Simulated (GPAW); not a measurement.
Y2Ge3 in GPAW: convergence with bands over the usual count

Input of the first run (bands over the usual count 0.72); the others differ in this setting and in those tied to it:

File run.py:

```python
from ase.dft.bandgap import bandgap
from ase.io import read, write
from ase.units import GPa
from gpaw import GPAW, PW, setup_paths

setup_paths.insert(0, '.')

atoms = read('Y2Ge3.xyz')

calc = GPAW(mode=PW(600),
            xc='PBEsol',
            kpts={'size': (4, 4, 3), 'gamma': True},
            occupations={'name': 'fermi-dirac', 'width': 0.05},
            nbands=24,
            convergence={'density': 1e-05, 'energy': 1e-05},
            maxiter=100,
            txt='gpaw.txt')
atoms.calc = calc
energy = atoms.get_potential_energy()
forces = atoms.get_forces()
stress = atoms.get_stress()
calc.write('gs.gpw')
write('result.traj', atoms)
print(f'Energy: {energy:.6f} eV')
print('Forces (eV/A):')
print(forces.round(4))
print('Stress (GPa):', (stress / GPa).round(3))
print('Fermi level:', round(calc.get_fermi_level(), 4), 'eV')
print(f'Gap: {bandgap(calc)[0]:.4f} eV, direct: {bandgap(calc, direct=True)[0]:.4f} eV')
```

The input Y2Ge3.xyz:

```xyz
5
Lattice="4.3924264328 0.0000000000 0.0000000000 -2.1962132164 3.8039528751 0.0000000000 0.0000000000 0.0000000000 7.1072950000" Properties=species:S:1:pos:R:3 pbc="T T T"
Y      0.0000000000      0.0000000000      1.9194742679
Y      0.0000000000      0.0000000000      5.1878207321
Ge     2.1962132166      1.2679842916      0.0000000000
Ge     2.1962132166      1.2679842916      3.5536475000
Ge    -0.0000000002      2.5359685835      0.0000000000
```

Potentials or basis: PAW data sets generated in the run's folder for this functional, pw.

Launch:

```bash
$ gpaw-setup -f PBEsol Ge Y
$ OMP_NUM_THREADS=1 python run.py
```

The cell comes from a database or a generator and needn't be the stable form of this composition.

Hardware: 1 thread of Arm Neoverse V2 (shared host).

| bands over the usual count | energy less the tightest run, at zero smearing (meV/atom) | SCF cycles | CPU time (s) | peak memory (GiB) |
| --- | --- | --- | --- | --- |
| 0.72 | 0.00 | 10 | 15 | 0.19 |
| 0.8 | 0.00 | 10 | 17 | 0.19 |
| 0.9 | 0.00 | 10 | 18 | 0.2 |
| 1 | 0.00 | 10 | 20 | 0.2 |
| 1.3 | 0.00 | 10 | 24 | 0.21 |
| 1.7 | 0.00 | 11 | 31 | 0.22 |
| 2.5 | 0.00 | 11 | 45 | 0.23 |

Against the tightest run, the energy stays within 1 meV/atom from 0.72 on. The tightest run that finished is the yardstick and may itself not be fully converged.

Caveat, for the tightest run too: the k mesh is coarse (spacing up to 0.41 Å⁻¹), so the values aren't converged.
